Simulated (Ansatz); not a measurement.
# CoAu4 (R-3m) in Ansatz: notebook

Aim: see how the results for CoAu4 move with the level of theory and the settings. Levels: LDA, r2SCAN, PBE. Tasks: relaxation of cell and atoms.

Everything below comes from runs of Ansatz 0.2.0. Logs are shortened: lines on timing, memory, paths and dates and some standing lists are left out, and cuts for length are marked.

## 1. The crystal as given

It takes space group R-3m (No. 166, trigonal). Conventional cell: a = 2.906 Å, b = 2.906 Å, c = 34.998 Å, α = 90.00°, β = 90.00°, γ = 120.00°. Au (site symmetry 3m) is surrounded by 3 Co at 2.69 Å and 9 Au at 2.91 to 3.00 Å. Au (site symmetry 3m) is surrounded by 12 Au at 2.91 to 3.00 Å. Co (site symmetry -3m) has 6 Au at 2.69 Å and 6 Co at 2.91 Å as nearest neighbours.

The cell comes from a database or a generator and needn't be the stable form of this composition.

## 2. Relaxation of cell and atoms, LDA, collinear spin, ferromagnetic start

input.yaml

```yaml
crystal:
  lattice:
    - [1.4527740273, 0.8387594757, 11.6660546018]
    - [-1.4527740273, 0.8387594757, 11.6660546018]
    - [0.0, -1.6775189515, 11.6660546018]
  atoms:
    - { symbol: Au, position: [0.606668, 0.606668, 0.606668] }
    - { symbol: Au, position: [0.202283, 0.202283, 0.202283] }
    - { symbol: Au, position: [0.797717, 0.797717, 0.797717] }
    - { symbol: Au, position: [0.393332, 0.393332, 0.393332] }
    - { symbol: Co, position: [0.0, 0.0, 0.0], spin: 2.0 }
hamiltonian:
  xc: lda
  pseudopotentials: { kind: paw }
magnetization:
  spin_polarized: true
kpoints:
  mp_grid: { grid: [11, 11, 11] }
scf:
  occupations: { method: fermi_dirac, width: 0.05 }
output:
  forces: true
  stress: true
  eigenvalues: true
relax:
  f_tol: 0.01
  max_steps: 40
  cell: { stress_tol: 0.05 }
```

Potentials or basis: Ansatz PAW.

Command:

```
$ ansatz run input.yaml --threads 2 --pin off --max-ram 5632MiB --backend cpu --events-out ev --progress --plain --runs-dir out
```

The log of the run:

```text
Warning: RAYON_NUM_THREADS=2 ignored (pool sized by the plan → 2); use --threads N
basis.fft_grid_basis auto: the FFT boxes are laid along the combinations [[1, 0, -1], [0, 1, -1], [0, 0, 1]] of the cell's own vectors, 2.906, 2.906 and 11.786 Å long. The dense box has 20×20×80 points. Along the cell's own vectors, as sized, it would have 80×80×80, 16.00 times as many. Of the 12 symmetry operations that the crystal satisfies within crystal.symmetry.tolerance (time reversal apart; of a slab, those that keep its plane) the dense box along the cell's own vectors carries 12, and the one as laid loses 8 of those. basis.fft_grid_basis: typed keeps the cell's own vectors: state it where this run's energies or levels are differenced outside the engine with another run's, or held beside a run that keeps those vectors.
Engine: ansatz 0.2.0, x86_64-unknown-linux-gnu
Pseudopotentials: kind: paw
Pseudopotential: Au, paw, valence charge 19, recommended cutoff 420 eV (normal), Au.paw.azcp
Pseudopotential: Co, paw, valence charge 17, recommended cutoff 420 eV (normal), Co.paw.azcp
Functional definition: SPW92
  exchange = slater_x
  correlation = pw_c
Crystal: 5 atoms, lattice volume = 85.292 Å³
Basis set: ecut = 420 eV, 1653 PW (Γ), FFT grids on a1−a3, a2−a3, a3
Bands: 57, of which v1, the nominal top of the filled ones, is band 47 counted from 1 (46 counted from 0)
Symmetry: 12 space group operations
Space group: R-3m (ITA 166), of the structure as read, at distance tolerance 4.4e-5 Å
Magnetic group: BNS 166.97 (UNI 1327), of the structure as read, at distance tolerance 4.4e-5 Å
k-points: 146 of 1331
Non-local potential: Au, projectors of the file, l = 0: 3, l = 1: 2, l = 2: 2, l = 3: 1
Non-local potential: Co, projectors of the file, l = 0: 3, l = 1: 2, l = 2: 3, l = 3: 1
PAW form: soft (Blöchl's): semilocal exchange-correlation on the pseudo side does not see the compensation charge
PAW frozen core: Au, regenerated for the run's functional, and the local potential with it (the file was generated under x = pbe(κ = 0.804, μ = 0.2195149727645171), c = pbe(β = 0.06672455060314922))
PAW frozen core: Co, regenerated for the run's functional, and the local potential with it (the file was generated under x = pbe(κ = 0.804, μ = 0.2195149727645171), c = pbe(β = 0.06672455060314922))
PAW one-centre angular grid: Au, 590 points (default); XC on 64 Gauss nodes
PAW one-centre angular grid: Co, 590 points (default); XC on 64 Gauss nodes
Initial density: superposition of atomic densities (chi_scale 0.1, normalization cell, long waves of neutral atoms (reshape's long-wave potential 2.53 eV rms, cloud 2.62 Å wide))
Starting moments: Σ|m| = 2 μB on 1 of 5 sites
Initial wavefunctions: pseudopotential atomic-orbital guess
Functional: x = slater, c = lda
SCF iter   1: F=—  HF=-56525.568058 eV  |F-HF|=—  |Δ(HF+E_count)|=         —  Δρ=1.55e-1 (↑9.05e-2 ↓1.55e-1)  dr2=1.39e2  dr2_m=1.30e0  M=0.931 μB ∫|m|=1.170 μB  β_m=0.30  ethr=3.10e-3  ⟨swp⟩=6.4  Hψ=58060  notcnv=0  defer=62
Mixer restart at iter 1: flushing history
preconditioner: auto → Kerker (q_TF=auto, 2.768 Å⁻¹)  [metal: Δε(μ)=0.000 eV  Ē_g=8.799 eV  σ=0.050 eV  W_gap=0.00  n_scr=34 (ndim 8)  ℏωp=29.3 eV  f_vac=0.000  D(μ)=6.99/eV (n_scr^D=80)]
spin=Collinear: Kerker preconditioning applied to the charge; magnetization (m = ρ↑ − ρ↓) channel mixes plain (no charge-response kernel on spin).
SCF iter   2: F=—  HF=-56525.178584 eV  |F-HF|=—  |Δ(HF+E_count)|=   3.89e-1  Δρ=5.43e-2 (↑4.08e-2 ↓5.43e-2)  dr2=4.51e1  dr2_m=2.49e-1  M=1.130 μB ∫|m|=1.416 μB  β_m=0.38  ethr=3.10e-3  ⟨swp⟩=3.2  Hψ=35829  notcnv=0  defer=845
SCF iter   3: F=—  HF=-56522.652490 eV  |F-HF|=—  |Δ(HF+E_count)|=    2.53e0  Δρ=3.22e-2 (↑1.89e-2 ↓3.22e-2)  dr2=2.12e1  dr2_m=8.82e-2  M=1.118 μB ∫|m|=1.360 μB  β_m=0.40  ethr=3.10e-3  ⟨swp⟩=2.7  Hψ=28890  notcnv=0  defer=939
SCF iter   4: F=—  HF=-56521.066547 eV  |F-HF|=—  |Δ(HF+E_count)|=    1.59e0  Δρ=2.04e-2 (↑1.87e-2 ↓2.04e-2)  dr2=3.45e0  dr2_m=7.84e-3  M=1.262 μB ∫|m|=1.439 μB  β_m=0.69  ethr=3.10e-3  ⟨swp⟩=2.9  Hψ=23855  notcnv=0  defer=870
SCF iter   5: F=—  HF=-56521.277441 eV  |F-HF|=—  |Δ(HF+E_count)|=   2.11e-1  Δρ=3.01e-2 (↑7.00e-3 ↓3.01e-2)  dr2=1.14e0  dr2_m=1.23e-1  M=1.494 μB ∫|m|=1.669 μB  β_m=0.84  ethr=3.10e-3  ⟨swp⟩=2.4  Hψ=34134  notcnv=0  defer=807
SCF iter   6: F=—  HF=-56521.436695 eV  |F-HF|=—  |Δ(HF+E_count)|=   1.59e-1  Δρ=1.23e-2 (↑1.23e-2 ↓4.83e-3)  dr2=8.63e-2  dr2_m=5.37e-2  M=1.607 μB ∫|m|=1.823 μB  β_m=0.92  ethr=1.23e-3  ⟨swp⟩=2.5  Hψ=22330  notcnv=0  defer=800
SCF iter   7: F=—  HF=-56521.458180 eV  |F-HF|=—  |Δ(HF+E_count)|=         —  Δρ=8.74e-3 (↑3.15e-3 ↓8.74e-3)  dr2=3.87e-2  dr2_m=2.41e-2  M=1.763 μB ∫|m|=2.026 μB  β_m=0.92  ethr=9.28e-5  ⟨swp⟩=2.9  Hψ=32012  notcnv=0  defer=785
Mixer restart at iter 7: flushing history
SCF iter   8: F=—  HF=-56521.468357 eV  |F-HF|=—  |Δ(HF+E_count)|=   1.02e-2  Δρ=4.35e-3 (↑4.35e-3 ↓1.40e-3)  dr2=1.06e-2  dr2_m=2.39e-3  M=1.775 μB ∫|m|=2.043 μB  β_m=0.91  ethr=4.16e-5  ⟨swp⟩=2.0  Hψ=31335  notcnv=0  defer=779
SCF iter   9: F=—  HF=-56521.467354 eV  |F-HF|=—  |Δ(HF+E_count)|=   1.00e-3  Δρ=5.61e-3 (↑2.72e-3 ↓5.61e-3)  dr2=5.10e-2  dr2_m=1.72e-3  M=1.799 μB ∫|m|=2.074 μB  β_m=0.74  ethr=1.14e-5  ⟨swp⟩=2.0  Hψ=33772  notcnv=0  defer=782  recentre
SCF iter  10: F=—  HF=-56521.461805 eV  |F-HF|=—  |Δ(HF+E_count)|=   5.55e-3  Δρ=1.24e-3 (↑8.24e-4 ↓1.24e-3)  dr2=1.45e-3  dr2_m=5.84e-5  M=1.779 μB ∫|m|=2.053 μB  β_m=0.69  ethr=1.14e-5  ⟨swp⟩=2.0  Hψ=31535  notcnv=0  defer=777
[... 96 lines left out ...]
SCF iter  11: F=—  HF=-56521.871225 eV  |F-HF|=—  |Δ(HF+E_count)|=   1.32e-9  Δρ=1.62e-7 (↑1.62e-7 ↓1.24e-7)  dr2=5.77e-11  dr2_m=2.85e-12  M=1.686 μB ∫|m|=1.928 μB  β_m=0.52  ethr=1.00e-12  ⟨swp⟩=2.0  Hψ=29379  notcnv=0
SCF iter  12: F=—  HF=-56521.871225 eV  |F-HF|=—  |Δ(HF+E_count)|=  7.28e-12  Δρ=1.38e-7 (↑5.01e-8 ↓1.38e-7)  dr2=8.08e-11  dr2_m=4.12e-12  M=1.686 μB ∫|m|=1.928 μB  β_m=0.41  ethr=1.00e-12  ⟨swp⟩=1.0  Hψ=16644  notcnv=0
SCF iter  13: F=—  HF=-56521.871225 eV  |F-HF|=—  |Δ(HF+E_count)|=  2.18e-11  Δρ=1.90e-7 (↑4.64e-8 ↓1.90e-7)  dr2=6.43e-11  dr2_m=4.21e-12  M=1.686 μB ∫|m|=1.928 μB  β_m=0.50  ethr=1.00e-12  ⟨swp⟩=1.0  Hψ=16644  notcnv=0
SCF iter  14: F=-56521.871225 eV  HF=-56521.871225 eV  |F-HF|=7.28e-12  |Δ(HF+E_count)|=  7.28e-12  Δρ=9.50e-8 (↑1.98e-8 ↓9.50e-8)  dr2=1.48e-11  dr2_m=1.12e-12  M=1.686 μB ∫|m|=1.928 μB  ethr=1.00e-12  ⟨swp⟩=1.4  Hψ=34655  notcnv=0
SCF 6 converged in 14 iterations: F = -56521.871225 eV  dr2 = 1.48e-11
relax step   6: F+E_penalty+E_count = -56521.87122525 eV  Δ(F+E_penalty+E_count) = +2.816e-3 eV  max|allowed force component| = 1.094e-3 eV/Å  Δτ_max = 0.0000 Å  P = -0.004 GPa  Ω = 77.295 Å³  stress off target by 1.71e-2 GPa  SCF on the basis re-selected at this cell (its energy is not comparable with the rows above)  (14 SCF iters)
basis re-selected at this cell: Δ(F+E_penalty+E_count) = +2.816e-3 eV, ΔP = -0.013 GPa vs the last step (what re-selecting the basis moved, of the pressure what is left beyond the Pulay correction that the steps carried, after the strain that the cell walked since its last selection, with what the two solves' SCF thresholds leave and, on support functions, any second-order correction that the steps lacked; it is no measure of the basis error at this ecutwfc). This SCF's stress stands 1.71e-2 GPa from its target on what of the cell is left free (relax.cell.stress_tol is 5.00e-2 GPa) and its largest allowed force component is 1.09e-3 eV/Å (relax.f_tol is 1.00e-2 eV/Å): within both
SCF converged after 14 iterations
Magnetization: 1.6856 μB (47.3428 up, 45.6572 down)
Absolute magnetization: 1.9303 μB (∫|ρ↑−ρ↓|, with the PAW one-centre terms)
Spin contamination: 0.1167 ħ² per cell (⟨S²⟩ above its minimum at these occupations)
Per-site moments (μB) at R_I (Å): [(0.026049274457946383, 1.0756230282395407), (-0.008281832263922467, 1.1607145192519432), (-0.008281832263922645, 1.1607145192519432), (0.026049274457946348, 1.07562302823954), (1.726480478185533, 1.07562302823954)]
Free energy (F): -56521.871225 eV
Harris-Foulkes:  -56521.871225 eV  (|F-HF|=7.28e-12)
Internal energy: -56521.842009 eV  (E = F + TS)
E sigma→0 (E₀):  -56521.856617 eV
Entropy (-TS):   -0.029216 eV (-5.843 meV/atom)
Fermi energy:    20.682991 eV
--- Per-component energies (eV) ---
  E_band       = -1047.175610
  E_kinetic    = 2874.020323
  E_local      = -9775.770368  (includes V_loc(G=0)·N_el)
  E_nonlocal   = 788.117059
  E_hartree    = 4165.702920
  E_xc         = -1065.352601
  E_vxc        = -1305.829771  (∫ρ·V_xc dr)
  E_paw        = -39147.332690  (= ΣΔE_a)
  E_vpaw       = -1959.123874  (= ΣTr[D̂ρ^β])
  E_aug_tail   = 0.005384  (compensation charges beyond the density's cutoff)
  E_ewald      = -14363.741156
  E_core_change = 2.509121  (= ΣΔE_core)
  E_smearing   = -0.029216  (= −TS)
  E_closure    = 0.000000  (closes the sum)
  Σ components = -56521.871225   (vs F -56521.871225, Δ=0.00e0)
--- Forces (eV/Å), atoms counted from 1 ---
  atom   1  Au    -0.00000000     0.00000000    -0.00060393
  atom   2  Au    -0.00000000     0.00000000    -0.00109446
  atom   3  Au     0.00000000    -0.00000000     0.00109446
  atom   4  Au     0.00000000    -0.00000000     0.00060393
  atom   5  Co     0.00000000     0.00000000     0.00000000
  max |Σ_I F_I| component: 2.31e-18 eV/Å
--- Stress (GPa, compression-positive) ---
       -0.014831       0.000000      -0.000000
        0.000000      -0.014831      -0.000000
       -0.000000      -0.000000       0.017137
  P = ⅓ Tr σ = -0.0042 GPa (-0.042 kbar)
--- Band table (eV; the first three rows and the last of 292) ---
  k-point 0 ↑: bands = ["-85.2643", "-85.2643", "-85.0137", "-85.0081", "-74.3530", "-38.1271", "-37.9571", "-37.9571", "-36.6321", "-36.6182", "-36.4676", "-36.4676", "-36.4672", "-36.4672", "-36.3841", "-36.2779", "-36.2418", "-36.2418", "-36.2271", "-36.2271", "10.4330", "11.4777", "11.9467", "12.7863", "14.0500", "15.3551", "15.4731", "15.7059", "15.7059", "15.7829", "15.7829", "15.9898", "15.9898", "15.9914", "15.9914", "17.0838", "17.0838", "17.3897", "17.3897", "17.5700", "17.6206", "17.6206", "18.3636", "18.3995", "18.3995", "18.4748", "18.8078", "18.8078", "19.3698", "19.3698", "26.1333", "27.5112", "34.2552", "34.2903", "35.1893", "35.5527", "36.2227"]
[... 3 lines left out ...]
--- Relaxed structure (5 steps of the walk, 5 accepted, 1 SCFs on fresh bases) ---
  F+E_penalty+E_count = -56521.87122525 eV   max|allowed force component| = 1.094e-3 eV/Å   (the final SCF, on the basis selected at the relaxed cell)
  cell:  # Å, volume = 77.2951 Å³
    - [1.4069266900023574, 0.8122895031868238, 11.272450744984674]
    - [-1.4069266900023574, 0.8122895031868238, 11.272450744984674]
    - [1.82595359119258e-33, -1.6245790064219623, 11.272450744981192]
  atoms:
    - { symbol: Au, position: [0.6063529752843395, 0.6063529752843395, 0.6063529752843396] }
    - { symbol: Au, position: [0.2021251853059865, 0.2021251853059865, 0.2021251853059865] }
    - { symbol: Au, position: [0.7978748146940134, 0.7978748146940134, 0.7978748146940134] }
    - { symbol: Au, position: [0.39364702471566043, 0.39364702471566043, 0.39364702471566043] }
    - { symbol: Co, position: [1.1895870781914213e-19, 1.1895870781914213e-19, 1.189587078201107e-19] }
```

It took 2.6 min on 2 threads of Intel Xeon 6975P-C (Granite Rapids), shared host; peak memory 1.1 GiB.

Results:

```yaml
Free_energy: -56521.8712 eV
Relaxed_volume: 15.46 Å³/atom
Relaxed_cell: a = 11.389 Å, b = 11.389 Å, c = 11.389 Å, α = 14.19°, β = 14.19°, γ = 14.19°
Space_group_after_relaxing_to_0.05_Å: R-3m (No. 166)
Energy_gained_by_relaxing: 81.8 meV/atom
Ionic_steps: 6
Pressure_after_relaxing: 0.0 GPa
Band_gap_on_the_k_mesh: none (metal or under the smearing width)
Net_moment: 1.69 μB per cell
Absolute_moment: 1.93 μB per cell
Site_moments: Au +0.03, -0.01; Co +1.73 μB
```

Step by step:
```
step  energy change (eV)  largest force (eV/Å)  volume (Å³)
   1              0.0000                0.0932        85.29
   2             -0.2922                0.3325        73.78
   3             -0.4048                0.0041        78.23
   4             -0.4118                0.0010        77.42
   5             -0.4120                0.0011        77.30
   6             -0.4092                0.0011        77.30
```

Final structure:
```
Au Co
1.0
     1.40693    0.81229   11.27245
    -1.40693    0.81229   11.27245
     0.00000   -1.62458   11.27245
Au Co
4 1
Direct
  0.60635 0.60635 0.60635
  0.20213 0.20213 0.20213
  0.79787 0.79787 0.79787
  0.39365 0.39365 0.39365
  0.00000 0.00000 0.00000
```

Caveat: the plane-wave basis is chosen anew once the cell has moved, so the energies of steps on either side of that aren't comparable; the PAW data sets come from PBE, with cores solved anew for the run's functional, which leaves a small shift of forces and pressure. The run has no spin-orbit coupling, so splittings on Au are missing.

## 3. Relaxation of cell and atoms, r2SCAN, collinear spin, ferromagnetic start

input.yaml: that of step 2 with these lines changed.

```diff
@@ -12,3 +12,3 @@
 hamiltonian:
-  xc: lda
+  xc: r2scan
   pseudopotentials: { kind: paw }
```

Potentials or basis: Ansatz PAW.

Command:

```
$ ansatz run input.yaml --threads 2 --pin off --max-ram 5632MiB --backend cpu --events-out ev --progress --plain --runs-dir out
```

Wall time 8.6 min (2 threads of Intel Xeon 6975P-C (Granite Rapids), shared host); peak memory 1.5 GiB.

It converged, with:

```
Free energy                            : -57785.0043 eV
Relaxed volume                         : 16.51 Å³/atom
Relaxed cell                           : a = 11.834 Å, b = 11.834 Å, c = 11.834 Å, α = 13.84°, β = 13.84°, γ = 13.84°
Space group after relaxing (to 0.05 Å) : R-3m (No. 166)
Energy gained by relaxing              : 10.8 meV/atom
Ionic steps                            : 6
Pressure after relaxing                : 0.0 GPa
Largest force after relaxing           : 0.004 eV/Å
Band gap on the k mesh                 : none (metal or under the smearing width)
Net moment                             : 1.98 μB per cell
Absolute moment                        : 2.43 μB per cell
Site moments                           : Au -0.00, -0.01; Co +2.13 μB
```

Forces in eV/Å, atoms in the order of the input:
```
Au   0.000  0.000  0.003
Au   0.000  0.000  0.004
Au   0.000  0.000 -0.004
Au   0.000  0.000 -0.003
Co   0.000  0.000  0.000
```

Step by step:
```
step  energy change (eV)  largest force (eV/Å)  volume (Å³)
   1              0.0000                0.0571        85.29
   2             -0.0517                0.0103        82.93
   3             -0.0551                0.0067        82.38
   4             -0.0553                0.0297        82.51
   5             -0.0555                0.0044        82.57
   6             -0.0541                0.0044        82.57
```

Final structure:
```
Au Co
1.0
     1.42615    0.82339   11.71860
    -1.42615    0.82339   11.71860
     0.00000   -1.64678   11.71860
Au Co
4 1
Direct
  0.60626 0.60626 0.60626
  0.20205 0.20205 0.20205
  0.79795 0.79795 0.79795
  0.39374 0.39374 0.39374
  0.00000 0.00000 0.00000
```

Levels at points of the mesh, in eV from the Fermi level:
Spin up:
```csv
k point,band 44,band 45,band 46,band 47,band 48,band 49,band 50,band 51,band 52,band 53
"(0.00, 0.00, 0.00)",-2.97,-2.50,-2.50,-2.47,-2.37,-2.37,-2.35,4.92,6.12,13.02
```
Spin down:
```csv
k point,band 44,band 45,band 46,band 47,band 48,band 49
"(0.00, 0.00, 0.00)",-2.50,-2.50,-1.67,-0.55,-0.55,1.05
```

Caveat: the magnetic or orbital state may not be the lowest; the plane-wave basis is chosen anew once the cell has moved, so the energies of steps on either side of that aren't comparable; the PAW data sets come from PBE, with cores solved anew for the run's functional, which leaves a small shift of forces and pressure. The run has no spin-orbit coupling, so splittings on Au are missing.

## 4. Relaxation of cell and atoms, PBE, collinear spin, ferromagnetic start

input.yaml: that of step 3 with these lines changed.

```diff
@@ -12,3 +12,3 @@
 hamiltonian:
-  xc: r2scan
+  xc: pbe
   pseudopotentials: { kind: paw }
```

Command:

```
$ ansatz run input.yaml --threads 2 --pin off --max-ram 5632MiB --backend cpu --events-out ev --progress --plain --runs-dir out
```

Run time: 2.6 min. Hardware: 2 threads of Intel Xeon 6975P-C (Granite Rapids), shared host; peak memory 1.1 GiB.

It converged, with:

* Free energy: -57722.8364 eV
* Relaxed volume: 16.79 Å³/atom
* Relaxed cell: a = 11.791 Å, b = 11.791 Å, c = 11.791 Å, α = 14.04°, β = 14.04°, γ = 14.04°
* Space group after relaxing (to 0.05 Å): R-3m (No. 166)
* Energy gained by relaxing: 2.2 meV/atom
* Ionic steps: 5
* Pressure after relaxing: 0.0 GPa
* Band gap on the k mesh: none (metal or under the smearing width)
* Net moment: 1.79 μB per cell
* Absolute moment: 2.15 μB per cell
* Site moments: Au +0.01, -0.01; Co +1.90 μB

The path:
```
step  energy change (eV)  largest force (eV/Å)  volume (Å³)
   1              0.0000                0.0499        85.29
   2             -0.0115                0.0029        84.05
   3             -0.0117                0.0119        84.07
   4             -0.0118                0.0012        83.97
   5             -0.0112                0.0012        83.97
```

Final structure:
```yaml
crystal:
  lattice:
    - [1.44103, 0.83198, 11.67277]
    - [-1.44103, 0.83198, 11.67277]
    - [0.00000, -1.66396, 11.67277]
  atoms:
    - { symbol: Au, position: [0.60637, 0.60637, 0.60637] }
    - { symbol: Au, position: [0.20212, 0.20212, 0.20212] }
    - { symbol: Au, position: [0.79788, 0.79788, 0.79788] }
    - { symbol: Au, position: [0.39363, 0.39363, 0.39363] }
    - { symbol: Co, position: [0.00000, 0.00000, 0.00000] }
```

Levels at points of the mesh, in eV from the Fermi level:
Spin up:
| k point | band 44 | band 45 | band 46 | band 47 | band 48 | band 49 | band 50 | band 51 | band 52 | band 53 |
| --- | --- | --- | --- | --- | --- | --- | --- | --- | --- | --- |
| (0.00, 0.00, 0.00) | -2.23 | -2.16 | -2.04 | -2.04 | -2.03 | -1.61 | -1.61 | 4.89 | 6.12 | 12.86 |
Spin down:
| k point | band 42 | band 43 | band 44 | band 45 | band 46 | band 47 | band 48 | band 49 | band 50 | band 51 |
| --- | --- | --- | --- | --- | --- | --- | --- | --- | --- | --- |
| (0.00, 0.00, 0.00) | -2.61 | -2.23 | -2.23 | -2.18 | -1.04 | -0.39 | -0.39 | 0.42 | 0.42 | 4.91 |

Caveat: the plane-wave basis is chosen anew once the cell has moved, so the energies of steps on either side of that aren't comparable.

## 5. The runs side by side

| level | cutoff (eV) | gap on the mesh (eV) | pressure (GPa) | moment (μB) | relaxed volume (Å³/atom) |
| --- | --- | --- | --- | --- | --- |
| LDA | 420 | none | 0.0 | 1.69 | 15.46 |
| r2SCAN | 500 | none | 0.0 | 1.98 | 16.51 |
| PBE | 420 | none | 0.0 | 1.79 | 16.79 |

Alike in all rows: task relaxation of cell and atoms; potentials or basis Ansatz PAW; spin collinear, ferromagnetic start; cell relaxed; k mesh 11 × 11 × 11; smearing fermi-dirac 0.05 eV.

Caveats: the plane-wave basis is chosen anew once the cell has moved, so the energies of steps on either side of that aren't comparable; the PAW data sets come from PBE, with cores solved anew for the run's functional, which leaves a small shift of forces and pressure (some runs); the magnetic or orbital state may not be the lowest (some runs).

Absolute energies hang on the potentials; compare differences alone.
